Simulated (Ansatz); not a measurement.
Consider a convergence test of the plane-wave cutoff of YbSn3, space group Pm-3m (Ansatz 0.2.0 through its Python package).

Contents of `POSCAR_ybsn3`:
```text
YbSn3
1.0
   4.86100000    0.00000000    0.00000000
   0.00000000    4.86100000    0.00000000
   0.00000000    0.00000000    4.86100000
Yb Sn
1 3
Direct
   0.00000000    0.00000000    0.00000000
   0.00000000    0.50000000    0.50000000
   0.50000000    0.00000000    0.50000000
   0.50000000    0.50000000    0.00000000
```

Script `run_ecut.py`:
```python
import warnings

import ansatz as az
from ase.io import read


def main() -> None:
    warnings.simplefilter("ignore", az.DeckWarning)

    atoms = read("POSCAR_ybsn3", format="vasp")
    structure = az.Crystal.from_ase(atoms)

    base = (
        structure.calculation()
        .functional("pbesol")
        .kpoints(mesh=(6, 6, 6), center="monkhorst-pack")
        .occupations("Methfessel-Paxton", width=0.15)
        .mixing("anderson", ndim=6, beta=0.4)
        .initial_density(normalization="atom")
        .scf(tolerance=1e-06)
        .band_table()
    )

    rows = []
    for value in [300, 350, 400, 450, 500, 550]:
        data = base.basis(value).run().report
        rows.append((value, data["free_energy_ev"] / len(data["lattice"]["sites"]), data["n_iterations"], data["gap_by_band_count_ev"], data["n_pw"]))

    print(" cutoff (eV)   F/atom (eV)    iterations  gap by band count (eV)   plane waves")
    for row in rows:
        print(f"{str(row[0]):>12s}  {row[1]:12.5f}  {row[2]:12d}  {row[3]:22.3f}  {row[4]:12d}")

    for row in rows[:-1]:
        shift = 1000 * (row[1] - rows[-1][1])
        print(f"{row[0]}: {shift:+.2f} meV/atom" + ("  (within 5 meV)" if abs(shift) < 5 else ""))


if __name__ == "__main__":
    main()
```

How fast does the energy converge with the cutoff (threshold 5 meV an atom)?

From 350 eV on it stays within 5 meV an atom of the value at 550 eV; the first row (300 eV) is off by 43.8 meV and the last but one by 0.05 meV. The energy falls steadily, as expected when plane waves are added. The last run costs about 3.3 times the first.

The run itself:

Running `python run_ecut.py` prints:
```text
 cutoff (eV)   F/atom (eV)    iterations  gap by band count (eV)   plane waves
         300   -7881.84745            10                  -0.599          1357
         350   -7881.88842            11                  -0.594          1743
         400   -7881.88992            15                  -0.594          2103
         450   -7881.89091            22                  -0.594          2517
         500   -7881.89120            12                  -0.594          2945
         550   -7881.89126            15                  -0.594          3407
300: +43.81 meV/atom
350: +2.83 meV/atom  (within 5 meV)
400: +1.34 meV/atom  (within 5 meV)
450: +0.35 meV/atom  (within 5 meV)
500: +0.05 meV/atom  (within 5 meV)
```

Semilocal functionals put the nearly full 4f shell of Yb too close to the Fermi level. The mesh is modest for a metal, so energies can be off by several to tens of meV an atom and pressures by half a GPa or more; differences at equal mesh fare better. A gap by band count of zero or less means overlapping bands, a metal. The structure is a deposited one; some such entries were measured under pressure or heat, so a shift against it needn't be the functional's error alone. Levels are Kohn-Sham eigenvalues on this mesh, without spin-orbit coupling. Shifts are counted from the last row, which is itself no proven limit. The script silences the warnings on its input, which a real study should read. Cost: of the order of 30 core-seconds.

(Lines on the test bed's own set-up are left out of the output.)
